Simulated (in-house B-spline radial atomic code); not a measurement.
**Pr⁷⁺: excited configurations**

Wanted: excitation energies of Pr⁷⁺ as differences of total energies (ΔSCF).

Method: Dirac-Hartree-Fock, average of configuration, Fermi nucleus, basis-set limit. Code: in-house B-spline radial atomic code version 1.

## 1. The system

| Item | Value |
| --- | --- |
| element | praseodymium (Z = 59) |
| charge | +7 |
| electrons | 52 |
| configuration | [Kr] 4d10 4f1 5s2 5p3 |
| Hamiltonian | Dirac-Coulomb |
| nucleus | Fermi, rms radius 4.892 fm |

The outer shells:

[Kr] 4d10 4f1 5s2 5p3
```
[Kr] core
4d [↑↓][↑↓][↑↓][↑↓][↑↓]
4f [↑ ][  ][  ][  ][  ][  ][  ]
5s [↑↓]
5p [↑ ][↑ ][↑ ]
```

The boxes draw the filling by Hund's rule, which heavy ions in jj coupling don't follow; these runs average over all states of the configuration.

Settings of the run:

```ini
Z = 59
electrons = 52.0
configuration = [Kr] 4d10 4f1 5s2 5p3
hamiltonian = dirac
method = hf
spin_polarised = False
nucleus = fermi
rms_radius = 4.8919
mass_number = 141
atomic_mass = 140.907659604
speed_of_light = 137.035999084
```

From the earlier run of the reference: total energy -9226.735307 hartree. Levels, eight at most:

| orbital | occupation | energy (eV) | <r> (bohr) |
| --- | --- | --- | --- |
| 4p3/2 | 4 | -340.13 | 0.6614 |
| 4d3/2 | 4 | -229.48 | 0.7072 |
| 4d5/2 | 6 | -225.58 | 0.7163 |
| 5s1/2 | 2 | -132.22 | 1.380 |
| 5p1/2 | 1 | -112.45 | 1.481 |
| 5p3/2 | 2 | -108.29 | 1.531 |
| 4f5/2 | 0.428571 | -108.07 | 0.8575 |
| 4f7/2 | 0.571429 | -107.67 | 0.8622 |

## 2. [Kr] 4d9 4f1 5s2 5p3 7g1

Settings of the run:

```ini
Z = 59
electrons = 52.0
configuration = [Kr] 4d9 4f1 5s2 5p3 7g1
hamiltonian = dirac
method = hf
spin_polarised = False
nucleus = fermi
rms_radius = 4.8919
mass_number = 141
atomic_mass = 140.907659604
speed_of_light = 137.035999084
```

## 3. Run with [Kr] 4d9 4f2 5s2 5p3

Settings: those of step 2 with these lines changed.

```diff
@@ -2,3 +2,3 @@
 electrons = 52.0
-configuration = [Kr] 4d9 4f1 5s2 5p3 7g1
+configuration = [Kr] 4d9 4f2 5s2 5p3
 hamiltonian = dirac
```

## 4. [Kr] 4d9 4f1 5s2 5p3 8g1

Settings: those of step 3 with these lines changed.

```diff
@@ -2,3 +2,3 @@
 electrons = 52.0
-configuration = [Kr] 4d9 4f2 5s2 5p3
+configuration = [Kr] 4d9 4f1 5s2 5p3 8g1
 hamiltonian = dirac
```

## 5. Configuration [Kr] 4d9 4f1 5s2 5p3 9g1

Settings: those of step 4 with these lines changed.

```diff
@@ -2,3 +2,3 @@
 electrons = 52.0
-configuration = [Kr] 4d9 4f1 5s2 5p3 8g1
+configuration = [Kr] 4d9 4f1 5s2 5p3 9g1
 hamiltonian = dirac
```

## 6. Configuration [Kr] 4d9 4f1 5s2 5p4

Settings: those of step 5 with these lines changed.

```diff
@@ -2,3 +2,3 @@
 electrons = 52.0
-configuration = [Kr] 4d9 4f1 5s2 5p3 9g1
+configuration = [Kr] 4d9 4f1 5s2 5p4
 hamiltonian = dirac
```

## 7. [Kr] 4d10 5s2 5p3 9f1

Settings: those of step 6 with these lines changed.

```diff
@@ -2,3 +2,3 @@
 electrons = 52.0
-configuration = [Kr] 4d9 4f1 5s2 5p4
+configuration = [Kr] 4d10 5s2 5p3 9f1
 hamiltonian = dirac
```

Before running: How far above the reference does each configuration lie (order and size, in eV)?

**Answer**, as computed:

| net move | configuration | energy above the reference (eV) | with Breit, QED, recoil (eV) | largest <r> (bohr) |
| --- | --- | --- | --- | --- |
| 4f → 9f | [Kr] 4d10 5s2 5p3 9f1 | 92.634 | 92.772 | 11.9 |
| 4d → 5p | [Kr] 4d9 4f1 5s2 5p4 | 111.55 | 111.61 | 1.50 |
| 4d → 4f | [Kr] 4d9 4f2 5s2 5p3 | 117.46 | 117.32 | 1.53 |
| 4d → 7g | [Kr] 4d9 4f1 5s2 5p3 7g1 | 205.52 | 205.51 | 7.63 |
| 4d → 8g | [Kr] 4d9 4f1 5s2 5p3 8g1 | 209.81 | 209.80 | 10.4 |
| 4d → 9g | [Kr] 4d9 4f1 5s2 5p3 9g1 | 212.76 | 212.75 | 13.5 |

Quantum defects of the promoted electron, δ = n − ζ/√(−2ε) with ζ = 8 and ε its orbital energy in hartree:

| promotion | δ |
| --- | --- |
| 4f → 9f | 0.801 |
| 4d → 7g | 0.092 |
| 4d → 8g | 0.100 |
| 4d → 9g | 0.106 |

What this shows: At the bottom stands 4f → 9f (92.634 eV), at the top 4d → 9g (212.76 eV). Koopmans' estimate of the ionisation threshold is 107.67 eV; 5 configurations exceed it by over 2 % and could autoionise. Of those tabulated, the defect is largest for 9f (0.80) and least for 7g (0.09): low angular momentum penetrates the core, high angular momentum stays outside it. These are averages over configurations, without correlation, not spectroscopic levels.
